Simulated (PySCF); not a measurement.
# C₅H₆FN₂O−: magnetic properties

What do calculations give for the magnetic properties of C₅H₆FN₂O− (`CCOc1cc(F)n[n-]1`)?

Programs: PySCF 2.14.0, with routines of our own; each step states its level. All values are computed. Atoms count from 0.

### 1 The starting structure

15 atoms, charge -1, multiplicity 1; geometry from: GFN2-xTB.

### 2 Magnetic properties: GIAO wB97X-D/aug-pcSseg-1

The job: settings as JSON, then the geometry in Å.

```
{"job": {"kind": "mag", "xc": "wB97X-D", "basis": "aug-pcSseg-1", "isotopologues": 0}, "charge": -1, "multiplicity": 1}
C     -1.950110     1.074363    -0.233691
C     -1.691671    -0.431349    -0.232297
O     -0.571850    -0.795007     0.528889
C      0.643152    -0.461471    -0.055206
C      1.894000    -0.753242     0.488723
C      2.723866    -0.214782    -0.489321
F      4.095629    -0.220423    -0.463729
N      2.062152     0.329205    -1.492136
N      0.748638     0.173292    -1.217835
H     -2.058857     1.440986     0.785627
H     -2.854281     1.299036    -0.797109
H     -1.095558     1.556124    -0.702010
H     -2.536954    -0.968512     0.219198
H     -1.556739    -0.765246    -1.269920
H      2.144170    -1.254984     1.403250
```

Method: GIAO wB97X-D/aug-pcSseg-1 magnetisability, rotational g tensor and spin-rotation constants, non-relativistic, gas phase.

Launch:

```bash
$ OMP_NUM_THREADS=1 python excited_run.py task.json out
```

One launch serves the whole session: the jobs run in the order shown.

What it wrote:

```text
coarse grid: 13448 points
cycle   1  E = -478.3232288677  dE =  1.774e+00  |g| = 7.888e-01  |ddm| = 7.560e+00
cycle   2  E = -478.3284835783  dE = -5.255e-03  |g| = 8.727e-01  |ddm| = 3.128e+00
cycle   3  E = -478.4564203824  dE = -1.279e-01  |g| = 9.237e-02  |ddm| = 1.849e+00
cycle   4  E = -478.4580461903  dE = -1.626e-03  |g| = 5.073e-02  |ddm| = 2.730e-01
cycle   5  E = -478.4586147885  dE = -5.686e-04  |g| = 1.599e-02  |ddm| = 1.820e-01
cycle   6  E = -478.4586694007  dE = -5.461e-05  |g| = 7.011e-03  |ddm| = 4.095e-02
cycle   7  E = -478.4586807973  dE = -1.140e-05  |g| = 1.164e-03  |ddm| = 1.871e-02
cycle   8  E = -478.4586816212  dE = -8.239e-07  |g| = 6.405e-04  |ddm| = 9.806e-03
final grid: 133072 points
cycle   9  E = -478.5295916573  dE = -2.196e-04  |g| = 7.936e-03  |ddm| = 5.471e-01
cycle  10  E = -478.5295883565  dE =  3.301e-06  |g| = 9.625e-03  |ddm| = 6.355e-02
cycle  11  E = -478.5296046114  dE = -1.625e-05  |g| = 9.908e-04  |ddm| = 2.243e-02
cycle  12  E = -478.5296047999  dE = -1.884e-07  |g| = 6.978e-04  |ddm| = 7.641e-03
cycle  13  E = -478.5296049064  dE = -1.065e-07  |g| = 1.207e-04  |ddm| = 2.772e-03
cycle  14  E = -478.5296049107  dE = -4.353e-09  |g| = 4.905e-05  |ddm| = 5.657e-04
cycle  15  E = -478.5296049116  dE = -8.591e-10  |g| = 1.278e-05  |ddm| = 2.365e-04
converged SCF energy = -478.5296049116

Magnetisability tensor (1e-30 J/T^2)
    -1094.01       30.43      -25.54
       30.43    -1518.34     -234.26
      -25.54     -234.26    -1153.98
isotropic -1255.44   principal values   -1633.40  -1111.74  -1021.18
isotropic susceptibility -75.604 1e-6 cm^3/mol

Inertial axes            a          b          c
rot. const./GHz      5.2076     0.9208     0.8277
chi total           -66.132    -64.964    -95.716
chi diamagnetic    -345.126  -1368.653  -1512.941
chi paramagnetic    278.993   1303.689   1417.225
quadrupole/D A      -10.073     -0.079     10.152
g nuclear            0.5809     0.5429     0.5418
g electronic        -0.6826    -0.5640    -0.5511
g total             -0.1017    -0.0210    -0.0093

Spin-rotation constants (kHz, H = +C I.J)
atom  isotope        aa         bb         cc
  6    19F        3.413      1.083      0.567
  7    14N        1.298      0.144      0.064
  8    14N        1.189      0.161      0.058
  9     1H       -0.519     -0.066      0.006
 10     1H       -0.091     -0.058     -0.077
 11     1H       -0.038     -0.021     -0.057
 12     1H        0.022     -0.032     -0.066
 13     1H       -0.348     -0.041      0.028
 14     1H       -0.452      0.084     -0.077
  0    13C*       0.827      0.133      0.111
  1    13C*       1.020      0.201      0.186
  2    17O*      -0.732     -0.140     -0.088
  3    13C*       2.674      0.328      0.212
  4    13C*       1.201      0.269      0.116
  5    13C*       2.779      0.301      0.252
* in the singly substituted isotopologue
```

Wall time 88 s (1 thread of Intel Xeon Platinum 8488C, shared host); peak memory 1.4 GiB.

Key values:

```tsv
quantity	value
magnetisability	-1255·10⁻³⁰ J/T²
molar susceptibility	-75.6·10⁻⁶ cm³/mol
rotational g (a, b, c)	-0.1017, -0.0210, -0.0093
```

Orbitals, density, ELF and potential are computed afterwards from the orbital file.

Frontier orbitals at wB97X-D/aug-pcSseg-1, with the share of their density that lies nearest to each atom:

```tsv
orbital	energy (eV)	lies on
HOMO	-2.98	N7 26 %; C3 22 %; C5 14 %
LUMO	3.08	H12 43 %; H10 33 %; H9 14 %
```

ELF in a plane through or near 7 of the atoms.

Ten even steps from ' ' (0.00) to '@' (1.00):
```
                                                        
                                                        
                                                        
                ::====..                                
                ==##**::        ..::                    
        ..::    --%%##--::==  ..@@%%----**++            
      ..==**++  --####==++##..::@@@@**%%@@@@++          
      ::##%%%%--++%%++--**##..--@@@@**@@@@@@##          
      ::##++++++..**::..##**....##==..@@@@@@**          
      ::%%%%##==--**::::##**    ++**..##%%##::          
      ..**##==--%%##++##::==--..++%%##--::..            
        ::::  ::**----@@--**####==++==..                
              ::**::::##--**++##----++::                
              **@@@@##--  ++%%%%::..****::              
              ##@@@@##..  ==%%%%..  ==##--              
              ==%%%%==    ..++--      ..                
                ..::        ..                          
                                                        
                                                        
                                                        
```
The map spans 13.3 Å across and 8.6 Å up, centred on the molecule. Atoms in the plane (x, y in Å): C0 (2.1, 0.5), O2 (0.4, -1.2), C4 (-2.0, -0.8), C5 (-2.7, 0.4), F6 (-4.1, 0.6), H10 (3.1, 0.9), H11 (1.4, 1.3).

On the surface of density 0.002 e/bohr³ the electrostatic potential runs, from the 1st to the 99th percentile, from -6.09 V near N7 to -2.24 V near H10.

### 3 Magnetic properties: GIAO B97-2/STO-3G in acetone

The job, as its differences from that of step 2:

```diff
@@ -1,2 +1,2 @@
-{"job": {"kind": "mag", "xc": "wB97X-D", "basis": "aug-pcSseg-1", "isotopologues": 0}, "charge": -1, "multiplicity": 1}
+{"job": {"kind": "mag", "xc": "B97-2", "basis": "STO-3G", "scf": {"level_shift": 0.3}, "solvent": "acetone"}, "charge": -1, "multiplicity": 1}
 C     -1.950110     1.074363    -0.233691
```

Method: GIAO B97-2/STO-3G magnetisability, non-relativistic, IEF-PCM acetone.

What it wrote:

```text
final grid: 133072 points
cycle   1  E = -472.1712649185  dE =  1.907e+00  |g| = 7.388e-01  |ddm| = 5.535e+00
cycle   2  E = -472.3167642979  dE = -1.455e-01  |g| = 4.388e-01  |ddm| = 1.487e+00
cycle   3  E = -472.3643129705  dE = -4.755e-02  |g| = 1.310e-01  |ddm| = 4.012e-01
cycle   4  E = -472.3688043593  dE = -4.491e-03  |g| = 3.922e-02  |ddm| = 1.279e-01
cycle   5  E = -472.3692638593  dE = -4.595e-04  |g| = 9.598e-03  |ddm| = 4.390e-02
cycle   6  E = -472.3692960690  dE = -3.221e-05  |g| = 2.908e-03  |ddm| = 1.202e-02
cycle   7  E = -472.3693000435  dE = -3.975e-06  |g| = 8.773e-04  |ddm| = 4.549e-03
cycle   8  E = -472.3693005122  dE = -4.687e-07  |g| = 3.654e-04  |ddm| = 1.643e-03
cycle   9  E = -472.3693005998  dE = -8.753e-08  |g| = 1.561e-04  |ddm| = 7.031e-04
cycle  10  E = -472.3693006158  dE = -1.598e-08  |g| = 7.004e-05  |ddm| = 3.082e-04
cycle  11  E = -472.3693006190  dE = -3.211e-09  |g| = 3.176e-05  |ddm| = 1.354e-04
cycle  12  E = -472.3693006196  dE = -6.688e-10  |g| = 1.462e-05  |ddm| = 6.195e-05
level shift removed, Fock matrix diagonalised once more
converged SCF energy = -472.3693006196

Magnetisability tensor (1e-30 J/T^2)
    -1015.62       29.01      -26.82
       29.01    -1626.43     -283.08
      -26.82     -283.08    -1224.55
isotropic -1288.87   principal values   -1772.88  -1095.55   -998.18
isotropic susceptibility -77.617 1e-6 cm^3/mol

Inertial axes            a          b          c
rot. const./GHz      5.2076     0.9208     0.8277
chi total           -61.538    -67.260   -104.054
chi diamagnetic    -330.180  -1347.995  -1493.131
chi paramagnetic    268.642   1280.734   1389.077
quadrupole/D A       -4.086     -3.793      7.879
```

It took 8.7 s on 1 thread of Intel Xeon Platinum 8488C, shared host; peak memory 0.56 GiB.

In short:

```tsv
quantity	value
magnetisability	-1289·10⁻³⁰ J/T²
molar susceptibility	-77.6·10⁻⁶ cm³/mol
```

### 4 What came out

```
                                                  quantity                      value
       magnetisability (step 2, GIAO wB97X-D/aug-pcSseg-1)           -1255·10⁻³⁰ J/T²
  molar susceptibility (step 2, GIAO wB97X-D/aug-pcSseg-1)         -75.6·10⁻⁶ cm³/mol
rotational g (a, b, c) (step 2, GIAO wB97X-D/aug-pcSseg-1)  -0.1017, -0.0210, -0.0093
```

What this shows: For an ion, the motion of the centre of mass in the field is left out. Vibrational averaging and real surroundings are missing from these values.
